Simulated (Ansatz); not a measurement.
# BFH6O2Si2: the cost of one run

The runs use Ansatz 0.2.0, Gaussian basis; the settings change from run to run.

## 1. The geometry

The structure was relaxed beforehand with PBE0-D4 in a triple-zeta def2 set.

12 atoms, charge 0, spin multiplicity 1.

Atoms are counted from 1 here; the program's logs count them from 0.

Bond lengths: F1–B2 1.344 Å, B2–O3 1.348 Å, B2–O5 1.348 Å, O3–Si4 1.655 Å, Si4–H7 1.480 Å, Si4–H8 1.484 Å, Si4–H9 1.484 Å, O5–Si6 1.655 Å, Si6–H10 1.484 Å, Si6–H11 1.480 Å, Si6–H12 1.484 Å. Angles: F1–B2–O3 119.5°, F1–B2–O5 119.5°, O3–B2–O5 121.0°, B2–O3–Si4 133.1°, O3–Si4–H7 106.5°, O3–Si4–H8 110.1°, O3–Si4–H9 110.1°, H7–Si4–H8 110.2°, H7–Si4–H9 110.2°, H8–Si4–H9 109.8°, B2–O5–Si6 133.1°, O5–Si6–H10 110.1°, O5–Si6–H11 106.5°, O5–Si6–H12 110.1°, H10–Si6–H11 110.2°, H10–Si6–H12 109.8°, H11–Si6–H12 110.1°.

## 2. PBE0-DH/def2-TZVP

Options: multiplicity 3, atoms shaken by 0.15 Å, density fitting with cc-pVTZ-jkfit.

The input, in.yaml:

```yaml
crystal:
  periodic: [false, false, false]
  atoms:
    - {symbol: F, position_ang: [-0.695924, 0.156787, 1.082733]}
    - {symbol: B, position_ang: [0.108069, 0.027112, -0.216836]}
    - {symbol: O, position_ang: [-0.084250, -1.475654, -0.362332]}
    - {symbol: Si, position_ang: [-0.640756, -2.836417, 0.194992]}
    - {symbol: O, position_ang: [0.677110, 1.299476, -0.786003]}
    - {symbol: Si, position_ang: [0.641897, 2.585976, -0.654866]}
    - {symbol: H, position_ang: [-0.445442, -3.715111, -0.644078]}
    - {symbol: H, position_ang: [-2.022082, -2.608593, 0.284330]}
    - {symbol: H, position_ang: [0.227254, -3.081147, 1.774769]}
    - {symbol: H, position_ang: [1.256292, 2.933192, 0.828539]}
    - {symbol: H, position_ang: [1.100501, 3.188868, -1.780280]}
    - {symbol: H, position_ang: [-0.627521, 3.016381, -0.591993]}
basis:
  gaussian: {orbitals: def2-TZVP, fitting: {mean_field: cc-pVTZ-jkfit}}
magnetization: {spin_polarized: true, initial_magnetization: 2}
hamiltonian: {xc: {name: PBE0-DH}}
```

Started as:

```bash
> ansatz run in.yaml --threads 4 --pin off --events-out ev --progress --plain --max-ram 11315MiB
```

**Question.** How long does this run take on 4 threads of Intel Xeon Platinum 8259CL at 2.50GHz, shared host, and how much memory does it need?

About 45 s, with a peak of 0.98 GiB.
